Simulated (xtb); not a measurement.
# GeH2Cl2O2 (Ge(OH)2Cl2) at GFN2-xTB

Wanted: a geometry optimisation of GeH2Cl2O2 (Ge(OH)2Cl2). 

The results are computed with xtb 6.7.1.

### 1 Starting point

GeH2Cl2O2 has 7 atoms, charge 0, and is taken as a singlet. As SMILES, `[OH][Ge]([OH])([Cl])[Cl]`. The shape comes from GFN2-xTB, which is rough for such elements, and wasn't checked as a minimum. This is one conformer, not always the lowest. The run starts from this shape.

Bond lengths: Ge1–O2 1.721 Å, Ge1–O4 1.719 Å, Ge1–Cl6 2.111 Å, Ge1–Cl7 2.112 Å, O2–H3 0.956 Å, O4–H5 0.956 Å. Angles: O2–Ge1–O4 102.0°, O2–Ge1–Cl6 110.6°, O2–Ge1–Cl7 110.5°, O4–Ge1–Cl6 110.6°, O4–Ge1–Cl7 110.6°, Cl6–Ge1–Cl7 112.1°, Ge1–O2–H3 119.4°, Ge1–O4–H5 119.3°.

### 2 A structure relaxation at GFN2-xTB

File struc.xyz:

```xyz
7
Ge(OH)2Cl2
Ge    -0.14941     0.00575    -0.10536
O     -0.03034    -0.00666     1.61103
H     -0.82157    -0.12096     2.13521
O      1.50365    -0.01736    -0.57781
H      1.72754     0.09079    -1.50119
Cl    -1.08746     1.77570    -0.77120
Cl    -1.14241    -1.72725    -0.79068
```

Run with:

```console
xtb struc.xyz --gfn 2 --opt vtight -c 0 > out.txt 2> xtb.err
```

Q: Predict the results. Wanted: total energy at the end; dipole moment; HOMO energy; LUMO energy; HOMO–LUMO gap; dispersion energy; mean polarisability.

Computed results:

At GFN2-xTB:

| quantity | value |
| --- | --- |
| total energy at the end | -20.32479 Eh |
| dipole moment | 0.80 D |
| HOMO energy | -12.21 eV |
| LUMO energy | -6.34 eV |
| HOMO–LUMO gap | 5.87 eV |
| dispersion energy | -14.59 kJ/mol |
| mean polarisability (D4 model) | 72.2 bohr³ |

In words: At the final geometry: Bond lengths: Ge1–O2 1.719 Å, Ge1–O4 1.720 Å, Ge1–Cl6 2.112 Å, Ge1–Cl7 2.112 Å, O2–H3 0.956 Å, O4–H5 0.956 Å. Angles: O2–Ge1–O4 101.9°, O2–Ge1–Cl6 110.6°, O2–Ge1–Cl7 110.6°, O4–Ge1–Cl6 110.6°, O4–Ge1–Cl7 110.6°, Cl6–Ge1–Cl7 112.1°, Ge1–O2–H3 119.3°, Ge1–O4–H5 119.3°. The optimisation took 12 steps and changed the energy by -0.000 eV.
